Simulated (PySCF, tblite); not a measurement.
# C3H9NSeSi3: geometry, infrared bands and NMR shifts

Aim: predict the infrared bands and NMR shifts of C3H9NSeSi3 (`N#C[SiH2][Se][SiH2][SiH]1CC1`).

The runs use tblite 0.8.0 and PySCF 2.14.0, with density-fitted response routines of our own; the level of theory stands in each step. All values are computed, except where a source is named. Atoms are numbered from 0 throughout.

### Step 1. The starting structure

17 atoms, charge 0, multiplicity 1; geometry from: force field or distance geometry start.

Bonds of the start (Å): N0–C1 1.16, C1–Si2 1.84, Si2–Se3 2.31, Se3–Si4 2.29, Si4–Si5 2.21, Si5–C6 1.87, C6–C7 1.52, C7–Si5 1.84, Si2–H8 1.44, Si2–H9 1.46, Si4–H10 1.47, Si4–H11 1.47, Si5–H12 1.49, C6–H13 1.11, C6–H14 1.11, C7–H15 1.12, C7–H16 1.11.

### Step 2. Relaxing the molecule with GFN2-xTB

The job: settings as JSON, then the geometry in Å.

```
{"job": {"kind": "relax", "xc": "GFN2-xTB", "basis": "xTB"}, "charge": 0, "multiplicity": 1}
N      4.122500     1.333600     0.447600
C      3.854600     0.212500     0.346400
Si     3.437500    -1.578300     0.216600
Se     1.155800    -1.686800     0.572800
Si     0.378000     0.305900    -0.241100
Si    -1.592800     0.884200     0.571500
C     -2.969800     0.830200    -0.695100
C     -3.058300    -0.211300     0.405300
H      4.191000    -2.375200     1.156300
H      3.648300    -1.959100    -1.181900
H      0.296600     0.144500    -1.697600
H      1.387000     1.333200     0.044700
H     -1.642000     2.028900     1.519100
H     -3.697000     1.665900    -0.699400
H     -2.734000     0.426400    -1.702400
H     -3.923900    -0.076900     1.095700
H     -2.860500    -1.265800     0.130400
```

Command:

```bash
OMP_NUM_THREADS=1 python probes_run.py task.json out
```

One launch serves the whole session: the jobs run in the order shown.

**Question.** This job is followed by: GFN2-xTB harmonic vibrations, gas phase; GIAO PBE0/pcSseg-1 NMR shielding, non-relativistic, gas phase. Predict these results of the whole session: strongest single infrared mode (GFN2-xTB); zero-point energy (GFN2-xTB); 13C shifts against TMS (PBE0/pcSseg-1, means over atoms taken as alike); 1H shifts against TMS (PBE0/pcSseg-1, means over atoms taken as alike); 15N shifts against NH3 (PBE0/pcSseg-1); 29Si shifts against TMS (PBE0/pcSseg-1); 77Se shifts against Me2Se (PBE0/pcSseg-1).

**Answer**, as computed:

| quantity | value |
| --- | --- |
| strongest single infrared mode (GFN2-xTB) | 659 cm⁻¹, 445 km/mol |
| zero-point energy (GFN2-xTB) | 65.3 kcal/mol |
| 13C shifts against TMS (PBE0/pcSseg-1, means over atoms taken as alike) | 122.1, -0.4 ppm |
| 1H shifts against TMS (PBE0/pcSseg-1, means over atoms taken as alike) | 5.12, 4.99, 2.33, 0.92, 0.64 ppm |
| 15N shifts against NH3 (PBE0/pcSseg-1) | 365.7 ppm |
| 29Si shifts against TMS (PBE0/pcSseg-1) | -57.7, -57.9, -176.4 ppm |
| 77Se shifts against Me2Se (PBE0/pcSseg-1) | -630 ppm |

Over 240 steps the energy fell by 0.416 eV; of the close pairs, Si4–Si5 changed most, 2.209 to 2.299 Å. No mode is imaginary among the 45: a minimum at this level. The strongest single mode, at 659 cm⁻¹, moves mainly H11 and H10. GFN2-xTB is a fitted tight-binding method: band positions and strengths are rough. Its intensities can rank the bands wrongly. C1 (nitrile carbon) lies farthest downfield among carbon, at 122.1 ppm; typical of a nitrile. At PBE0/pcSseg-1: The widest tensor belongs to N0: span 587 ppm, with a paramagnetic part of -436 ppm. Spin-orbit coupling is left out, which matters for shieldings and couplings at and beside the heavy atoms.
